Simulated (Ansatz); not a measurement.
# BrCl₂HSn: taking an electron away

Aim: the vertical ionisation energy of BrCl₂HSn, as cation minus neutral at the neutral's geometry, on several levels, and how well −ε(HOMO) stands in for it.

Program: Ansatz 0.2.0, Gaussian basis. Level of theory: unrestricted cation, the program's frozen cores in correlated methods. These are calculated values, not measurements.

The runs, in order: UKS PBE-D4/def2-TZVPP; UKS r2SCAN-D4/def2-TZVPP; UKS PBE0-D4/def2-TZVPP; UKS B3LYP-D4/def2-TZVPP; UKS wB97X-V/def2-TZVPP; UKS wB97M-V/def2-TZVPP; UKS B2PLYP/def2-TZVPP; UHF-CCSD(T)/def2-TZVPP; UHF-MP2/def2-QZVPP; extrapolation to the limit; then −ε(HOMO) from the neutral's earlier runs with LDA (SPW92), PBE-D4, revPBE-D4, BLYP-D4, r2SCAN-D4, B97M-V, PBE0-D4, B3LYP-D4, r2SCANh-D4, r2SCAN0-D4, HSE06-D4, BHLYP-D4, CAM-B3LYP-D4, LC-ωPBE, ωB97X-V, ωB97M-V.

### Step 1. The relaxed structure

The geometry comes from an earlier relaxation with PBE0-D4 in a triple-zeta def2 set; it is a stationary point. Sn takes the def2 core potential; no spin-orbit term is included.

SMILES `[Cl][SnH]([Cl])[Br]`, 5 atoms, charge 0, spin multiplicity 1.

Atoms are counted from 1 here; the program's logs count them from 0.

Bond lengths: Cl1–Sn2 2.303 Å, Sn2–Cl3 2.303 Å, Sn2–Br4 2.448 Å, Sn2–H5 1.693 Å. Angles: Cl1–Sn2–Cl3 107.0°, Cl1–Sn2–Br4 107.9°, Cl1–Sn2–H5 110.8°, Cl3–Sn2–Br4 107.9°, Cl3–Sn2–H5 110.8°, Br4–Sn2–H5 112.2°.

### Step 2. Cation, UKS PBE-D4/def2-TZVPP

File in.yaml:

```yaml
crystal:
  periodic: [false, false, false]
  atoms:
    - {symbol: Cl, position_ang: [0.115331, -1.163344, 1.928422]}
    - {symbol: Sn, position_ang: [0.159694, -0.051858, -0.088101]}
    - {symbol: Cl, position_ang: [0.125582, 2.202061, 0.383512]}
    - {symbol: Br, position_ang: [-1.897345, -0.600209, -1.296268]}
    - {symbol: H, position_ang: [1.546637, -0.460449, -0.968965]}
basis:
  gaussian: {orbitals: def2-TZVPP}
total_charge: 1
magnetization: {spin_polarized: true, initial_magnetization: 1}
hamiltonian: {xc: pbe, dispersion: d4}
```

On the command line:

```console
$ ansatz run in.yaml --threads 2 --pin off --events-out ev --progress --plain --max-ram 32768MiB --backend cpu
```

After this run come: Cation, UKS r2SCAN-D4/def2-TZVPP; Cation, UKS PBE0-D4/def2-TZVPP; Cation, UKS B3LYP-D4/def2-TZVPP; Cation, UKS wB97X-V/def2-TZVPP; Cation, UKS wB97M-V/def2-TZVPP; Cation, UKS B2PLYP (frozen core)/def2-TZVPP; Cation, UHF-CCSD(T)/def2-TZVPP; Cation, UHF-MP2/def2-QZVPP.

Before running them: what should the planned runs give, taken together? Wanted: ionisation energy, CCSD(T)/CBS; nearest functional by difference; nearest −ε(HOMO); −ε(HOMO) of PBE; T1 of the cation.

The runs gave:

| quantity | value |
| --- | --- |
| ionisation energy, CCSD(T)/CBS | 11.44 eV |
| nearest functional by difference | ωB97X-V (-0.13 eV) |
| nearest −ε(HOMO) | ωB97X-V (-0.08 eV) |
| −ε(HOMO) of PBE | 7.65 eV |
| T1 of the cation | 0.016 |

Energy differences with functionals land within 0.99 eV of the reference. The PBE orbital energy is 3.8 eV too small: a semilocal HOMO is no ionisation energy. Among orbital estimates ωB97X-V comes nearest. Hartree-Fock falls 1.05 eV short, as the neutral has more correlation energy than the cation. The cation may have settled in a state other than its lowest; no search over hole states beyond the program's own was made. Correlated methods include outer-core shells of Br, Sn, which these sets cover unevenly. With outer-core shells in play the reference is unsure by up to some tenths of an eV, so close misses can't be ranked.
